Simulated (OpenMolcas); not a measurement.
# SiH3Br (SMILES [SiH3]Br) at CCSD/6-311G (electric field -0.01 a.u., field axis z)

What is the energy difference between two shapes of SiH3Br at CCSD/6-311G (electric field -0.01 a.u., field axis z)? 

The results are computed with OpenMolcas 26.06.

11 further runs of the same task are left out: 11 set aside as unsound or not needed.

### Step 1. The system as given

SiH3Br has 5 atoms, charge 0, and is taken as a singlet. SMILES: `[SiH3]Br`. The coordinates come from a GFN2-xTB relaxation.

Bond lengths: Si1–Br2 2.211 Å, Si1–H3 1.454 Å, Si1–H4 1.453 Å, Si1–H5 1.454 Å. Angles: Br2–Si1–H3 105.5°, Br2–Si1–H4 105.7°, Br2–Si1–H5 105.7°, H3–Si1–H4 113.0°, H3–Si1–H5 112.9°, H4–Si1–H5 113.1°.

### Step 2. A single-point energy at CCSD/6-311G (electric field -0.01 a.u., field axis z)

File calc.input:

```
>>> EXPORT MOLCAS_PRINT=2

&GATEWAY
  BasLib
  $CurrDir
  Coord
  5
  bohr
  Si    -0.35209377     0.13447291    -0.10578687
  Br     3.41284538    -1.30005598     1.00331229
  H     -1.95099105    -0.21726181     2.10099751
  H     -1.12882790    -1.39652650    -2.24987013
  H      0.01906734     2.77939029    -0.74865280
  Basis
  6-311G
  Group
  NoSym

&SEWARD

&FFPT
  Dipole
  Z 0.01

&SCF
  PrOrbitals
  1 1

&RASSCF
  FileOrb
  $Project.ScfOrb
  Spin
  1
  Nactel
  0 0 0
  Inactive
  26
  Ras2
  0
  OutOrbitals
  Canonical
  OrbListing
  Nothing

&MOTRA
  JobIph
  Frozen
  14

&CCSDT
  CCSD
  Iterations
  50
  Extrapolation
  5 4
```

The basis set 6-311G is read from a file made from the Basis Set Exchange's data (not shown).

On the command line:

```console
$ export MOLCAS_MEM=1860
$ pymolcas calc.input > calc.log
```

What it wrote:

```text
--- Start Module: gateway ---
[...]
--- Stop Module: gateway /rc=_RC_ALL_IS_WELL_ ---
[...]
      Basis functions           69
[...]
       Convergence after  10 Iterations
[...]
::    Total SCF energy                              -2862.9927817377
[...]
      Total spin, S                                     0.0000000000
[...]
      Number of active orbitals                  0
[...]
      Spin quantum number                      0.0
[...]
      Active orbitals                            0
[...]
      Number of CSFs                             1
[...]
      Number of root(s) required                 1
[...]
      Convergence after  4 iterations
[...]
      Natural orbitals and occupation numbers for root  1
      ************************************************************************************************************************
      *                                                    Final results                                                     *
      ************************************************************************************************************************
[...]
::    RASSCF root number  1 Total energy:  -2862.99278174
[...]
      Total electronic charge=   52.000000
      Total            charge=   -0.000000
[...]
      Dipole Moment (debye):
      Origin of the operator (angstrom)=    1.2344   -0.4702    0.3626
                   X= -2.6884E+00               Y=  1.0279E+00               Z= -1.4882E+00           Total=  3.2402E+00
      Quadrupole Moment (debye*angstrom):
[...]
--- Start Module: motra ---
[...]
      *** WARNING: Default frozen orbitals is overwritten by user input.
      *** Default values:  16
[...]
--- Stop Module: motra /rc=_RC_ALL_IS_WELL_ ---
--- Start Module: ccsdt ---
[...]
      Convergence after                    12  Iterations
      Total energy (diff) :   -2863.25645707      -0.00000009
[...]
--- Stop Module: ccsdt /rc=_RC_ALL_IS_WELL_ ---
[...]
```

It took 6.9 s on 1 thread of Intel Xeon 6975P-C (Granite Rapids), shared host; peak memory 0.41 GiB.

### Step 3. The distorted shape

File calc.input:

```
&gateway
  baslib = $CurrDir
  coord
  5
  bohr
  Si    -0.38434384     0.05061631    -0.10985167
  Br     3.36383344    -1.30759788     0.92115078
  H     -2.03534842    -0.17683112     2.13514675
  H     -1.21947050    -1.34005771    -2.32127532
  H     -0.08638316     2.93402469    -0.85307528
  basis = 6-311G
  group = NoSym

&seward

&ffpt
  dipole
  Z 0.01

&scf
  prorbitals = 1 1

&rasscf
  fileorb = $Project.ScfOrb
  spin = 1
  nactel = 0 0 0
  inactive = 26
  ras2 = 0
  outorbitals = Canonical
  orblisting = Nothing

&motra
  jobiph
  frozen = 14

&ccsdt
  ccsd
  iterations = 50
  extrapolation = 5 4
```

The basis set 6-311G is read from a file made from the Basis Set Exchange's data (not shown).

On the command line:

```console
$ export MOLCAS_MEM=1860
$ pymolcas calc.input > calc.log
```

What it wrote:

```text
--- Start Module: gateway ---
[...]
--- Stop Module: gateway /rc=_RC_ALL_IS_WELL_ ---
[...]
      Basis functions           69
[...]
       Convergence after  10 Iterations
[...]
::    Total SCF energy                              -2862.9866303397
[...]
      Total spin, S                                     0.0000000000
[...]
      Number of active orbitals                  0
[...]
      Spin quantum number                      0.0
[...]
      Active orbitals                            0
[...]
      Number of CSFs                             1
[...]
      Number of root(s) required                 1
[...]
      Convergence after  4 iterations
[...]
      Natural orbitals and occupation numbers for root  1
      ************************************************************************************************************************
      *                                                    Final results                                                     *
      ************************************************************************************************************************
[...]
::    RASSCF root number  1 Total energy:  -2862.98663034
[...]
      Total electronic charge=   52.000000
      Total            charge=   -0.000000
[...]
      Dipole Moment (debye):
      Origin of the operator (angstrom)=    1.2101   -0.4831    0.3301
                   X= -2.3835E+00               Y=  5.7048E-01               Z= -1.3024E+00           Total=  2.7754E+00
      Quadrupole Moment (debye*angstrom):
[...]
--- Start Module: motra ---
[...]
      *** WARNING: Default frozen orbitals is overwritten by user input.
      *** Default values:  16
[...]
--- Stop Module: motra /rc=_RC_ALL_IS_WELL_ ---
--- Start Module: ccsdt ---
[...]
      Convergence after                    13  Iterations
      Total energy (diff) :   -2863.25254125      -0.00000003
[...]
--- Stop Module: ccsdt /rc=_RC_ALL_IS_WELL_ ---
[...]
```

Run time: 6.9 s. Hardware: 1 thread of Intel Xeon 6975P-C (Granite Rapids), shared host; peak memory 0.41 GiB.

### Step 4. Summary of results

Level: CCSD/6-311G (electric field -0.01 a.u., field axis z), 14 core orbitals frozen.

| quantity | value |
| --- | --- |
| first shape: total energy | -2863.25646 Eh |
| first shape: dipole moment (mean-field density) | 3.24 D |
| first shape: HOMO–LUMO gap (Hartree–Fock orbitals) | 13.74 eV |
| first shape: correlation energy (14 core orbitals frozen) | -263.7 mEh |
| distorted shape: total energy | -2863.25254 Eh |
| distorted shape: dipole moment (mean-field density) | 2.78 D |
| distorted shape: HOMO–LUMO gap (Hartree–Fock orbitals) | 13.87 eV |
| distorted shape: correlation energy (14 core orbitals frozen) | -265.9 mEh |
| energy change with the atoms displaced | 0.107 eV |

In words: With the atoms displaced the energy rises by 0.11 eV (10.3 kJ/mol). The first shape isn't relaxed at this level, so the change isn't measured from a minimum. Mulliken charges (distorted shape) of the mean-field density run from -0.31 on Br2 to +0.61 on Si1.
